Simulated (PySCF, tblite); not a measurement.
# C₃H₆BrFO: magnetic properties

What do calculations give for the magnetic properties of C₃H₆BrFO (`OCC[C@@H](F)Br`)?

Programs: tblite 0.8.0 and PySCF 2.14.0, with routines of our own; each step states its level. All values are computed. Atoms count from 0.

## (1) The system as given

12 atoms, charge 0, multiplicity 1; geometry from: force field or distance geometry start.

## (2) Optimising the geometry with GFN2-xTB, one coordinate held

The job: settings as JSON, then the geometry in Å.

```
{"job": {"kind": "relax", "xc": "GFN2-xTB", "basis": "xTB"}, "charge": 0, "multiplicity": 1}
O     -2.052600    -0.018400     0.797400
C     -0.945200     0.382600     0.003800
C      0.235100    -0.544400     0.351100
C      1.466800    -0.238900    -0.476500
F      1.847800     1.041000    -0.273900
Br     2.926700    -1.440800    -0.013900
H     -2.797100     0.576600     0.554500
H     -0.709400     1.427500     0.250000
H     -1.209900     0.295000    -1.041900
H      0.434200    -0.501300     1.427700
H     -0.094400    -1.573800     0.144300
H      1.276100    -0.399300    -1.533300
```

Run with:

```
$ OMP_NUM_THREADS=1 python excited_run.py task.json out
```

One launch serves the whole session: the jobs run in the order shown.

The program printed:

```text
step      E/eV     max force
  0    -608.16010    0.902
  1    -608.19207    0.371
  2    -608.20061    0.251
  3    -608.20921    0.180
  4    -608.21248    0.189
  5    -608.21537    0.165
  6    -608.21770    0.117
  7    -608.21945    0.096
  8    -608.22030    0.066
  9    -608.22086    0.069
 10    -608.22138    0.056
 11    -608.22180    0.053
 12    -608.22206    0.037
 13    -608.22223    0.039
 14    -608.22237    0.034
 15    -608.22248    0.031
 16    -608.22253    0.023
 17    -608.22256    0.023
 18    -608.22259    0.024
 19    -608.22262    0.024
 20    -608.22264    0.021
 21    -608.22266    0.020
 22    -608.22268    0.021
```

It took 0.19 s on 1 thread of Arm Neoverse V1, shared host.

One coordinate is held by a constraint (a dihedral, as typed in the start), so the force along it need not vanish.

Step by step:

```csv
step,energy from step 0 (eV),largest force (eV/Å)
0,0.0000,0.9022
1,-0.0320,0.3715
2,-0.0405,0.2508
3,-0.0491,0.1797
4,-0.0524,0.1893
5,-0.0553,0.1651
6,-0.0576,0.1170
7,-0.0593,0.0956
8,-0.0602,0.0663
9,-0.0608,0.0688
10,-0.0613,0.0559
11,-0.0617,0.0529
12,-0.0620,0.0372
13,-0.0621,0.0386
14,-0.0623,0.0344
15,-0.0624,0.0313
16,-0.0624,0.0234
17,-0.0625,0.0226
18,-0.0625,0.0236
19,-0.0625,0.0235
20,-0.0625,0.0209
21,-0.0626,0.0195
22,-0.0626,0.0212
```

Close pairs (by a distance rule), those that changed most:

```csv
bond,before (Å),after (Å),change (Å)
O0–H6,0.984,0.962,-0.021
C1–H8,1.082,1.101,+0.019
C3–Br5,1.947,1.963,+0.016
O0–C1,1.420,1.407,-0.013
C1–C2,1.540,1.530,-0.010
C3–H11,1.086,1.096,+0.010
C2–H10,1.100,1.091,-0.010
C3–F4,1.351,1.356,+0.005
```

The final coordinates are the input of the step that follows.

## (3) Magnetic properties: GIAO CAM-B3LYP/pcSseg-1

The job: settings as JSON, then the geometry in Å.

```
{"job": {"kind": "mag", "xc": "CAM-B3LYP", "basis": "pcSseg-1", "isotopologues": 0}, "charge": 0, "multiplicity": 1}
O     -2.059047    -0.028799     0.772826
C     -0.950738     0.374314     0.005817
C      0.210616    -0.559123     0.354447
C      1.434690    -0.242863    -0.475780
F      1.861727     1.024599    -0.253206
Br     2.912175    -1.449485    -0.014658
H     -2.801700     0.557019     0.595174
H     -0.671120     1.412626     0.232063
H     -1.174905     0.301990    -1.069805
H      0.442592    -0.446852     1.415639
H     -0.095714    -1.591294     0.178780
H      1.268767    -0.347953    -1.553837
```

Method: GIAO CAM-B3LYP/pcSseg-1 magnetisability, rotational g tensor and spin-rotation constants, non-relativistic, gas phase.

The program printed:

```text
coarse grid: 48184 points
cycle   1  E = -2866.7147357006  dE = -4.335e-01  |g| = 1.079e+00  |ddm| = 2.969e+00
cycle   2  E = -2866.6545663653  dE =  6.017e-02  |g| = 1.123e+00  |ddm| = 1.313e+00
cycle   3  E = -2866.8527772516  dE = -1.982e-01  |g| = 1.742e-01  |ddm| = 8.245e-01
cycle   4  E = -2866.8569774770  dE = -4.200e-03  |g| = 3.980e-02  |ddm| = 9.784e-02
cycle   5  E = -2866.8571371427  dE = -1.597e-04  |g| = 9.260e-03  |ddm| = 2.811e-02
cycle   6  E = -2866.8571513636  dE = -1.422e-05  |g| = 3.545e-03  |ddm| = 9.102e-03
cycle   7  E = -2866.8571533247  dE = -1.961e-06  |g| = 7.636e-04  |ddm| = 3.118e-03
final grid: 101744 points
cycle   8  E = -2866.8571676703  dE = -5.511e-08  |g| = 8.062e-04  |ddm| = 1.524e-03
cycle   9  E = -2866.8571676436  dE =  2.677e-08  |g| = 9.401e-04  |ddm| = 1.065e-03
cycle  10  E = -2866.8571677727  dE = -1.292e-07  |g| = 6.398e-05  |ddm| = 5.514e-04
cycle  11  E = -2866.8571677734  dE = -7.180e-10  |g| = 1.365e-05  |ddm| = 5.781e-05
converged SCF energy = -2866.8571677734

Magnetisability tensor (1e-30 J/T^2)
    -1269.68        7.39       13.12
        7.39    -1242.18       15.43
       13.12       15.43    -1125.47
isotropic -1212.44   principal values   -1272.13  -1243.06  -1122.14
isotropic susceptibility -73.015 1e-6 cm^3/mol

Inertial axes            a          b          c
rot. const./GHz      5.6256     0.8996     0.7992
chi total           -76.552    -74.725    -67.768
chi diamagnetic    -291.703  -1315.553  -1459.562
chi paramagnetic    215.152   1240.827   1391.794
quadrupole/D A        8.570     -7.992     -0.578
g nuclear            0.5375     0.5228     0.5168
g electronic        -0.5686    -0.5244    -0.5225
g total             -0.0311    -0.0016    -0.0057

Spin-rotation constants (kHz, H = +C I.J)
atom  isotope        aa         bb         cc
  4    19F        3.008      0.820      0.745
  5   79Br        4.314      1.843      2.215
  6     1H       -0.042     -0.109     -0.099
  7     1H       -0.515      0.008     -0.052
  8     1H       -0.514     -0.097      0.036
  9     1H       -0.605     -0.102      0.036
 10     1H       -0.616      0.015     -0.075
 11     1H       -0.526     -0.089      0.059
  0    17O*      -0.181     -0.080     -0.071
  1    13C*       1.175      0.189      0.181
  2    13C*       0.928      0.173      0.177
  3    13C*       1.645      0.219      0.255
* in the singly substituted isotopologue
```

Wall time 37 s (1 thread of Arm Neoverse V1, shared host); peak memory 0.91 GiB.

From this job:

```csv
quantity,value
magnetisability,-1212·10⁻³⁰ J/T²
molar susceptibility,-73.0·10⁻⁶ cm³/mol
"rotational g (a, b, c)","-0.0311, -0.0016, -0.0057"
```

Orbitals, density, ELF and potential are computed afterwards from the orbital file.

Frontier orbitals at CAM-B3LYP/pcSseg-1, with the share of their density that lies nearest to each atom:

```csv
orbital,energy (eV),lies on
HOMO,-9.47,Br5 81 %
LUMO,0.95,Br5 43 %; C3 30 %; H11 9 %
```

ELF in a plane through or near 6 of the atoms.

Ten even steps from ' ' (0.00) to '@' (0.97):
```
                                                        
                                                        
            ....                                        
        ..::--==--                                      
        ::==######--      ..        ....                
      ..++##%%@@%%==    --==--    ::****--              
    ..==**++--==%%++  ::**##++..  ++%%%%++..            
    --****::++**====..--==--==--  **####**--..          
  ..==##**::==**==++--**::++::**::**----####++::        
  ..++%%%%**::::##%%++@@##--##@@==%%##**@@@@@@##        
    ==##%%%%##**##--##**%%++%%++##--++++@@@@@@##        
    ::++**##++::----::----..::==--++--..==##**::        
      --====::  ..--==--..  ..==##**::    ::            
                ..::--::      --++==..                  
                ..::--::        ....                    
                  ......                                
                                                        
                                                        
                                                        
                                                        
```
The map spans 11.4 Å across and 7.8 Å up, centred on the molecule. Atoms in the plane (x, y in Å): O0 (2.1, 0.6), C1 (1.0, -0.3), C2 (-0.2, 0.6), C3 (-1.5, -0.3), Br5 (-3.1, 0.8), H6 (3.0, 0.1).

log10 of the density (e/Å³) in the same plane.

Ten even steps from ' ' (-4.0) to '@' (2.2):
```
                                                        
          ........                                      
      ..::::::::::::..............                      
    ..::----------::::::::::::::..........              
  ..::--==========--------------::------::::            
  ::--====++++++++========++====--========--::..        
..::--==++********++==++++**++++==++****++==--::        
..::==++**##@@%%**++++++******++++**####**++----..      
..::==++**##@@%%**++++**##@@##**++**%%%%**++==--..      
..::==++****##************##********######**==--::      
..::--==++++********%%**********@@********++==--..      
  ..----======++++******++++++******++======--::..      
  ..::----======++******++==++++****++==----::..        
    ..::::------==++++++==--==++++++==--::::..          
        ....::--====++====------====--::..              
            ..::----==----::::::::::::....              
                ..::::::..............                  
                  ......        ....                    
                                                        
                                                        
```
The map spans 11.4 Å across and 7.8 Å up, centred on the molecule. Atoms in the plane (x, y in Å): O0 (2.1, 0.6), C1 (1.0, -0.3), C2 (-0.2, 0.6), C3 (-1.5, -0.3), Br5 (-3.1, 0.8), H6 (3.0, 0.1).

On the surface of density 0.002 e/bohr³ the electrostatic potential runs, from the 1st to the 99th percentile, from -1.34 V near O0 to 2.16 V near H6.

## (4) Results

| quantity | value |
| --- | --- |
| magnetisability (step 3, GIAO CAM-B3LYP/pcSseg-1) | -1212·10⁻³⁰ J/T² |
| molar susceptibility (step 3, GIAO CAM-B3LYP/pcSseg-1) | -73.0·10⁻⁶ cm³/mol |
| rotational g (a, b, c) (step 3, GIAO CAM-B3LYP/pcSseg-1) | -0.0311, -0.0016, -0.0057 |
| surface potential, 1st and 99th percentile | -1.34 V and 2.16 V |

What this shows: Steps that list no spin-orbit terms leave them out, which matters at and beside the heavy atoms. Vibrational averaging and real surroundings are missing from these values.
